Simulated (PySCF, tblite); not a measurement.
**C₃H₁₀AlFS: geometry, infrared bands and NMR shifts**

Wanted: the infrared bands and NMR shifts of C₃H₁₀AlFS (`CC[S@@+](C)[AlH2-][F]`), by calculation.

The runs use tblite 0.8.0 and PySCF 2.14.0, with density-fitted response routines of our own; the level of theory stands in each step. All values are computed, except where a source is named. Atoms count from 0, in the outputs and in this text.

**1. Starting geometry**

16 atoms, charge 0, multiplicity 1; geometry from: force field or distance geometry start.

Bonds of the start (Å): C0–C1 1.54, C1–S2 1.78, S2–C3 1.79, S2–Al4 2.24, Al4–F5 1.81, C0–H6 1.11, C0–H7 1.12, C0–H8 1.11, C1–H9 1.11, C1–H10 1.10, C3–H11 1.10, C3–H12 1.12, C3–H13 1.10, Al4–H14 1.60, Al4–H15 1.60.

**2. Geometry optimisation with GFN2-xTB**

The job: settings as JSON, then the geometry in Å.

```
{"job": {"kind": "relax", "xc": "GFN2-xTB", "basis": "xTB"}, "charge": 0, "multiplicity": 1}
C      1.901400    -1.203200     0.148300
C      1.267100     0.116000    -0.320600
S     -0.286300     0.378900     0.499200
C     -0.823600     2.066700     0.220400
Al    -1.853000    -1.012400    -0.290400
F     -1.714400    -1.105400    -2.092900
H      1.240400    -2.051900    -0.130200
H      2.045800    -1.185200     1.254400
H      2.884600    -1.339300    -0.340000
H      1.952300     0.947700    -0.055200
H      1.118200     0.089900    -1.412600
H     -0.067900     2.752400     0.642900
H     -1.798200     2.229800     0.749700
H     -0.936100     2.242600    -0.861600
H     -3.303700    -0.456800     0.096900
H     -1.634400    -2.460700     0.343100
```

Started as:

```sh
> OMP_NUM_THREADS=1 python probes_run.py task.json out
```

This one command runs all jobs of the session in turn.

**Question.** This job is followed by: GFN2-xTB harmonic vibrations, gas phase; GIAO PBE0/pcSseg-1 NMR shielding, non-relativistic, gas phase. Predict these results of the whole session: strongest infrared band; zero-point energy (GFN2-xTB); ¹³C shifts against TMS (PBE0/pcSseg-1); ¹H shifts against TMS (PBE0/pcSseg-1); ³³S shifts against CS2 (PBE0/pcSseg-1); ²⁷Al shifts against AlH4- (PBE0/pcSseg-1); ¹⁹F shifts against CFCl3 (PBE0/pcSseg-1).

**Answer**, as computed:

```
                                 quantity                                   value
                  strongest infrared band                    650 cm⁻¹, 467 km/mol
             zero-point energy (GFN2-xTB)                           74.7 kcal/mol
   ¹³C shifts against TMS (PBE0/pcSseg-1)                    37.7, 23.7, 14.9 ppm
    ¹H shifts against TMS (PBE0/pcSseg-1)  4.41, 4.07, 3.04, 2.77, 2.40, 1.56 ppm
   ³³S shifts against CS2 (PBE0/pcSseg-1)                                 -69 ppm
²⁷Al shifts against AlH4- (PBE0/pcSseg-1)                                55.4 ppm
 ¹⁹F shifts against CFCl3 (PBE0/pcSseg-1)                              -228.5 ppm
```

Relaxing lowered the energy by 0.987 eV in 110 steps; the bond of the start that moved most is S2–Al4, from 2.239 to 2.495 Å. All 42 modes are real, so the xTB geometry is a minimum. The strongest single mode, at 650 cm⁻¹, moves mainly H14 and H15. GFN2-xTB is a fitted tight-binding method: band positions and strengths are rough. Its intensities can rank the bands wrongly. At PBE0/pcSseg-1: Shielding is most anisotropic at S2 (span 314 ppm, paramagnetic term -488 ppm).
